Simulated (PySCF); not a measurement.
# [Tl(OH)4]−: other functionals and bases at one geometry

One table from this session's results is given with a row withheld; the runs are named, their logs left out.

Computed with PySCF 2.14.0. Level: several levels, as the steps say, no spin–orbit coupling.

1 further run of the same task is left out (for a known fault of the program).

## The system as given

9 atoms, charge -1, spin multiplicity 1.

Bond lengths: Tl1–O2 2.152 Å, Tl1–O4 2.152 Å, Tl1–O6 2.153 Å, Tl1–O8 2.153 Å, O2–H3 0.965 Å, O4–H5 0.965 Å, O6–H7 0.965 Å, O8–H9 0.965 Å. Angles: O2–Tl1–O4 119.3°, O2–Tl1–O6 104.6°, O2–Tl1–O8 105.0°, O4–Tl1–O6 105.0°, O4–Tl1–O8 104.6°, O6–Tl1–O8 119.0°, Tl1–O2–H3 101.6°, Tl1–O4–H5 101.6°, Tl1–O6–H7 101.8°, Tl1–O8–H9 101.8°.

Geometry (Å):

```xyz
9
H4O4Tl
Tl    0.00000    0.00000    0.00851
O     1.08791    1.50570    1.09513
H     2.00135    1.22899    0.94944
O    -1.08791   -1.50570    1.09513
H    -2.00135   -1.22899    0.94944
O     1.50856   -1.07937   -1.08378
H     1.22164   -1.99349   -0.96505
O    -1.50856    1.07937   -1.08378
H    -1.22164    1.99349   -0.96505
```

Formal oxidation states: Tl +3. An earlier session relaxed this geometry at PBE0, Tl def2-SVP with ECP60, O def2-SVP, H def2-SVP (singlet, point group S4).

At PBE0 on the finer grid: E = -475.265358 Eh, HOMO -2.35 eV, LUMO 3.31 eV, Mulliken charge on Tl1 +0.57 e, largest force component 0.010 eV/Å. 

Levels to run: CAM-B3LYP; BLYP; PBE0, TZVP. Hardware: 2 threads of Arm Neoverse V1, shared host.

The first run:

Input file run.py (the lines that set the calculation):

```python
mol = gto.M(atom='''
Tl     0.00000     0.00000     0.00851
O      1.08791     1.50570     1.09513
H      2.00135     1.22899     0.94944
O     -1.08791    -1.50570     1.09513
H     -2.00135    -1.22899     0.94944
O      1.50856    -1.07937    -1.08378
H      1.22164    -1.99349    -0.96505
O     -1.50856     1.07937    -1.08378
H     -1.22164     1.99349    -0.96505''',
    basis={'Tl': 'def2-SVP', 'O': 'def2-SVP', 'H': 'def2-SVP'},
    ecp={'Tl': 'def2-SVP'},
    charge=-1, spin=0)
mf = dft.RKS(mol, xc='CAMB3LYP')
mf.grids.atom_grid = (75, 302)
mf = mf.density_fit()  # fitting sets: Tl def2-universal-JKFIT, O def2-universal-JKFIT, H def2-universal-JKFIT
mf.conv_tol = 1e-08; mf.max_cycle = 55
mf.kernel(dm0)  # dm0: the density of the relaxed state
```

The run is started by

```sh
> OMP_NUM_THREADS=2 python run.py
```

Among the steps run: CAM-B3LYP; BLYP; PBE0, TZVP.

One of the session's tables, all rows but one given; the rest of the session is left out.

| level | HOMO (eV) | gap (eV) | charge on Tl1 (e) | largest force component (eV/Å) |
| --- | --- | --- | --- | --- |
| PBE0 (relaxed here) | -2.35 | 5.66 | 0.57 | 0.01 |
| CAM-B3LYP | -3.71 | 8.05 | 0.53 | 0.13 |
| BLYP | -0.58 | 3.21 | 0.32 | 0.74 |
| PBE0, TZVP | ? | ? | ? | ? |

**Question.** Estimate the row for PBE0, TZVP.

The run gave: HOMO (eV): -2.90; gap (eV): 5.59; charge on Tl1 (e): 0.86; largest force component (eV/Å): 0.21. In the column «HOMO (eV)» it lies between CAM-B3LYP (-3.71) and PBE0 (relaxed here) (-2.35).

In one basis the HOMO–LUMO gap runs from 3.21 eV (BLYP) to 8.05 eV (CAM-B3LYP). The largest leftover force, 0.74 eV/Å with BLYP, stands at a geometry relaxed at another level. Total energies of different levels can't be compared.
